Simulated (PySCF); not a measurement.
# C3H9Ti: ligand-field states

Programs: PySCF 2.14.0, with routines of our own; each step states its level. All values are computed. Atoms count from 0.

## (1) The system as given

13 atoms, charge 0, states of the metal's open shell are computed; geometry from: GFN2-xTB, shaken.

## (2) Relaxing the molecule at B3LYP-D3(BJ)/def2-SVP

The job: settings as JSON, then the geometry in Å.

```
{"job": {"xc": "B3LYP", "basis": "def2-SVP", "d3": "d3bj", "grid": 1, "maxiter": 40, "kind": "geom"}, "charge": 0, "metal": "Ti", "open_shell": "d1"}
Ti    -0.002350    -0.002910    -0.744110
C      1.945100    -0.023880    -0.082700
H      2.475580    -0.952190    -0.254950
H      1.895450     0.141550     1.035570
H      2.582710     0.775030    -0.485700
C     -0.953950     1.685140    -0.085210
H     -1.150380     1.546650     0.984050
H     -1.953010     1.860580    -0.534550
H     -0.357740     2.613050    -0.252110
C     -1.002520    -1.690730    -0.043750
H     -2.105050    -1.657700    -0.227410
H     -0.835690    -1.698760     1.038960
H     -0.621230    -2.624710    -0.471550
```

On the command line:

```console
$ OMP_NUM_THREADS=1 python lf_run.py task.json out
```

This one command runs all jobs of the session in turn.

Q: Estimate the wall time and peak memory of this first job on 1 thread of Arm Neoverse V2, shared host.

About 3 min, with a peak of 0.48 GiB.
